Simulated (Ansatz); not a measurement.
# O, space group Fd-3m: a phonon calculation by finite displacements

Run with Ansatz 0.2.0, Python API.

Input file `POSCAR_o`:
```text
O
1.0
   0.00000000    2.17085644    2.17085644
   2.17085644    0.00000000    2.17085644
   2.17085644    2.17085644    0.00000000
O
2
Direct
   0.25000000    0.25000000    0.25000000
   0.00000000    0.00000000    0.00000000
```

`o.py`
```python
"""Harmonic phonons of O."""

from pathlib import Path
import warnings

import ansatz
from ase.io import read
import numpy as np

FILLING = "fermi_dirac"
SIGMA = 0.1
KMESH = (6, 6, 6)

warnings.simplefilter("ignore", ansatz.DeckWarning)

atoms = read("POSCAR_o", format="vasp")
crystal = ansatz.Crystal.from_ase(atoms)
path = [
    ("K", (0.375, 0.375, 0.75)),
    ("G", (0.0, 0.0, 0.0)),
    ("L", (0.5, 0.5, 0.5)),
    ("W", (0.5, 0.25, 0.75)),
    ("X", (0.5, 0.0, 0.5)),
]

# the k mesh has to be a multiple of the supercell
setup = (
    crystal.calculation()
    .functional(ansatz.Functional.PBESOL)
    .pseudopotentials("paw")
    .occupations(FILLING, width=SIGMA)
    .kpoints(*KMESH)  # sampling of the Brillouin zone
    .phonons("fd", supercell=2, path=[q for _, q in path], intervals=6)
)
res = setup.run(threads=1, pin="off", runs_dir="runs")
folder = Path(res.output_folder) / "results"
ph = res.phonons

for mode, w in enumerate(ph.gamma_omega_inv_cm, start=1):
    print(f"Gamma mode {mode:2d}: {w:8.1f} 1/cm  {w / 33.35641:7.3f} THz")
print(f"{ph.n_members} displaced supercells, sum-rule residual {ph.asr_residual_pre_ev_ang2:.1e} eV/A^2")
table = np.loadtxt(folder / "phbands.tsv", comments="#")
n_modes = len(ph.gamma_omega_inv_cm)
omega = table[:, 1 : 1 + n_modes]
for i, (label, _) in enumerate(path):
    print(f"{label:3s}", " ".join(f"{v:7.1f}" for v in omega[min(i * 6, len(omega) - 1)]))
# a negative number stands for an imaginary frequency
print(f"lowest {omega.min():.1f}, highest {omega.max():.1f} 1/cm on the path;", "unstable" if omega.min() < -10 else "no imaginary branch")
```

```console
$ python o.py
RunWarning: on the 24×24×24 q-mesh 1574 entries of the irreducible table, 3.816e0 modes per cell, the lowest at -913.97 cm⁻¹, stand at or below zero and are read as no rigid motion or as one in doubt: the zero-point energy, F, S and C_V leave that weight out. [...]
Gamma mode  1:   -914.0 1/cm  -27.400 THz
Gamma mode  2:   -914.0 1/cm  -27.400 THz
Gamma mode  3:   -914.0 1/cm  -27.400 THz
Gamma mode  4:      0.0 1/cm    0.000 THz
Gamma mode  5:      0.0 1/cm    0.000 THz
Gamma mode  6:      0.0 1/cm    0.000 THz
1 displaced supercells, sum-rule residual 1.6e-05 eV/A^2
K    -724.3  -588.8  -363.6  -198.4  -103.9   365.8
G    -914.0  -914.0  -914.0     0.0     0.0     0.0
L    -851.6  -851.6  -242.5   -61.7   -61.7   310.5
W    -643.9  -643.9  -324.7  -324.7   279.6   279.6
X    -657.6  -657.6  -100.0  -100.0   172.5   172.5
lowest -914.0, highest 380.2 1/cm on the path; unstable
```
(Warnings from the package without file and line, shortened.)

What to keep in mind:
- Absolute energies stand on the zero of these potentials, so only differences at equal settings mean something. A total without «per atom» is that of the cell as typed.
- The cell isn't relaxed first, so the values belong to this volume.
- For a metal this mesh is far too coarse, so the numbers only illustrate the procedure.
- No spin polarisation was allowed.
- Some modes are imaginary (printed negative) at these settings, from an unstable structure or from unconverged force constants, so sums over modes carry no meaning.
- This isn't the structure that O takes at ambient conditions.
- The structure is taken as given and the supercell is small; imaginary modes can come from an unrelaxed or unstable start.
- The script silences the warnings on its input, which a real study should read.
- It ran for 7.6 s on 1 thread of Arm Neoverse V2 (shared host), peak memory 0.54 GiB.

(A comment or docstring line of the script was reworded after the run, the code is as it ran; lines on the test bed's own set-up are left out of the output.)
